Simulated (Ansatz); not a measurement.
**CH₇GaN₂: one species, many methods**

The task here is to estimate one member of a computed series from the others.

The runs use Ansatz 0.2.0, Gaussian basis; functionals in def2-TZVPP, the program's frozen cores in correlated methods.

Plan: LDA (SPW92), PBE-D4, revPBE-D4, BLYP-D4, r2SCAN-D4, B97M-V, PBE0-D4, B3LYP-D4, r2SCANh-D4, r2SCAN0-D4, HSE06-D4, BHLYP-D4, CAM-B3LYP-D4, LC-ωPBE, ωB97X-V, ωB97M-V, B2PLYP, PBE-QIDH; CCSD(T)/def2-SVP; CCSD(T)/def2-TZVPP; MP2/def2-QZVPP; extrapolation to the limit; RPA on PBE.

## The geometry

All runs share one geometry, relaxed beforehand with PBE0-D4 in a triple-zeta def2 set.

SMILES `[CH3][Ga]([NH2])[NH2]`, 11 atoms, charge 0, spin multiplicity 1.

Atoms are counted from 1 here; the program's logs count them from 0.

Bond lengths: C1–Ga2 1.957 Å, C1–H5 1.091 Å, C1–H6 1.092 Å, C1–H7 1.092 Å, Ga2–N3 1.823 Å, Ga2–N4 1.822 Å, N3–H8 1.005 Å, N3–H9 1.005 Å, N4–H10 1.005 Å, N4–H11 1.005 Å. Angles: Ga2–C1–H5 111.3°, Ga2–C1–H6 110.5°, Ga2–C1–H7 110.7°, H5–C1–H6 108.1°, H5–C1–H7 108.5°, H6–C1–H7 107.7°, C1–Ga2–N3 122.0°, C1–Ga2–N4 122.2°, N3–Ga2–N4 115.8°, Ga2–N3–H8 123.8°, Ga2–N3–H9 122.8°, H8–N3–H9 111.4°, Ga2–N4–H10 122.9°, Ga2–N4–H11 124.1°, H10–N4–H11 111.5°.

Set-up of the first run:

Input file in.yaml:

```yaml
crystal:
  periodic: [false, false, false]
  atoms:
    - {symbol: C, position_ang: [-0.606354, 1.659142, 0.052941]}
    - {symbol: Ga, position_ang: [0.065325, -0.178067, -0.007436]}
    - {symbol: N, position_ang: [0.086438, -1.247696, 1.468898]}
    - {symbol: N, position_ang: [0.708390, -0.928239, -1.538469]}
    - {symbol: H, position_ang: [-0.742607, 2.064795, -0.950498]}
    - {symbol: H, position_ang: [0.093961, 2.304243, 0.588201]}
    - {symbol: H, position_ang: [-1.563569, 1.702138, 0.576164]}
    - {symbol: H, position_ang: [0.531920, -2.148513, 1.500137]}
    - {symbol: H, position_ang: [-0.110154, -0.903570, 2.392593]}
    - {symbol: H, position_ang: [0.628034, -0.487200, -2.437951]}
    - {symbol: H, position_ang: [0.974115, -1.894032, -1.623879]}
basis:
  gaussian: {orbitals: def2-TZVPP}
hamiltonian: {xc: lda}
output: {orbitals: {seedname: orbitals}}
```

Among the steps run: LDA; PBE-D4 (GGA); revPBE-D4 (GGA); BLYP-D4 (GGA); r2SCAN-D4 (meta-GGA); B97M-V (meta-GGA); PBE0-D4 (hybrid); B3LYP-D4 (hybrid); r2SCANh-D4 (hybrid); r2SCAN0-D4 (hybrid); HSE06-D4 (hybrid); BHLYP-D4 (hybrid); CAM-B3LYP-D4 (range-separated); LC-ωPBE-D4 (range-separated; the results give it without D4); ωB97X-V (range-separated); ωB97M-V (range-separated); B2PLYP (double hybrid); PBE-QIDH (double hybrid).

One of the session's tables, all rows but one given; the rest of the session is left out.

It belongs to the step «Frontier levels by functional». 

```
  functional  HOMO (eV)  LUMO (eV)  gap (eV)
 LDA (SPW92)      -5.36      -0.52      4.84
      PBE-D4      -5.17      -0.38      4.79
   revPBE-D4      -5.11      -0.30      4.81
     BLYP-D4      -5.05      -0.41      4.65
   r2SCAN-D4      -5.47       0.16      5.63
      B97M-V      -5.51      -0.29      5.22
     PBE0-D4      -6.57       0.44      7.02
    B3LYP-D4      -6.33       0.09      6.42
  r2SCANh-D4          ?          ?         ?
  r2SCAN0-D4      -6.79       0.80      7.59
    HSE06-D4      -6.17       0.08      6.24
    BHLYP-D4      -7.89       1.06      8.96
CAM-B3LYP-D4      -8.02       1.23      9.24
     LC-ωPBE      -9.45       2.57     12.02
     ωB97X-V      -9.05       2.31     11.36
     ωB97M-V      -8.96       1.92     10.87
```

**Question.** Estimate the row for r2SCANh-D4.

Worked estimate for «HOMO (eV)». Against the share of exact exchange, r2SCAN-D4 (0, -5.47), r2SCAN0-D4 (0.25, -6.79) give a slope of -5.28 per unit share; at 0.1 the line stands at -6.00.

**Answer.** HOMO (eV): -5.99; LUMO (eV): 0.43; gap (eV): 6.42. In «HOMO (eV)» the line misses by -0.01.
